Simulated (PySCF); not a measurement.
# How the numerical set-up moves the result for KI

Aim: see how much the energy and properties of KI depend on the numerical set-up.

The runs use PySCF 2.14.0; each script names its method and basis.

4 further runs of the same task are left out: 4 that didn't finish.

## 1. The system as given

KI: 2 atoms, charge 0, spin multiplicity 1.

Bond lengths: K1–I2 3.027 Å.

## 2. Base script

The input, input.py:

```python
from pyscf import gto, scf, mp

mol = gto.M(
    atom='K 0 0 0; I 0 0 3.027',
    basis='def2-svp',
    ecp={'I': 'def2-svp'},
    charge=0,
    spin=0,
    symmetry=True,
    verbose=4,
)
mf = scf.UHF(mol)
mf.kernel()
mp.MP2(mf, frozen=9).kernel()
mf.dip_moment()
print('orbital energies (hartree):', [e[max(0, n-3):n+3].round(4) for e, n in zip(mf.mo_energy, mol.nelec)])
```

On the command line:

```sh
> OMP_NUM_THREADS=1 python input.py
```

The log of this run is left out.

It gives: E(SCF) = -895.822664 Eh, 11 cycles, E(MP2) − E(SCF) = -0.16604 Eh, μ = 11.54 D (of the SCF density).

The bond length is a typed value, not an optimised one.

## 3. Sbkjc

Edit 1 changes basis set: def2-svp → sbkjc; frozen orbitals: 9 → none. The core potential changes with it: totals don't compare.

The input, input.py:

```python
from pyscf import gto, scf, mp

mol = gto.M(
    atom='K 0 0 0; I 0 0 3.027',
    basis='sbkjc',
    ecp={'K': 'sbkjc', 'I': 'sbkjc'},
    charge=0,
    spin=0,
    symmetry=True,
    verbose=4,
)
mf = scf.UHF(mol)
mf.kernel()
mp.MP2(mf).kernel()
mf.dip_moment()
print('orbital energies (hartree):', [e[max(0, n-3):n+3].round(4) for e, n in zip(mf.mo_energy, mol.nelec)])
```

On the command line:

```sh
> OMP_NUM_THREADS=1 python input.py
```

## 4. Core potential off

Edit 2 changes core potential: on → off. The core potential changes with it: totals don't compare.

Changes to input.py since step 2:

```diff
@@ -5,3 +5,2 @@
     basis='def2-svp',
-    ecp={'I': 'def2-svp'},
     charge=0,
```

Before running it: what results should come out? Wanted: for each run, E(SCF); from base; gap; SCF dipole; after the SCF.

The runs gave:

```
                             run  E(SCF) (hartree)  from base (eV)  cycles  gap (eV)  SCF dipole (D)  functions                           after the SCF
                            base       -895.822664               0      11      7.37           11.54         50  MP2 correlation -4.518 eV, core frozen
                           sbkjc        -11.440651  not comparable       7      7.02           13.17         16               MP2 correlation -0.436 eV
core potential off (poor choice)      -2594.737031  not comparable      10      4.65            8.06         50  MP2 correlation -1.824 eV, core frozen
```

What this shows: Rows marked «poor choice» come from settings spoiled on purpose.
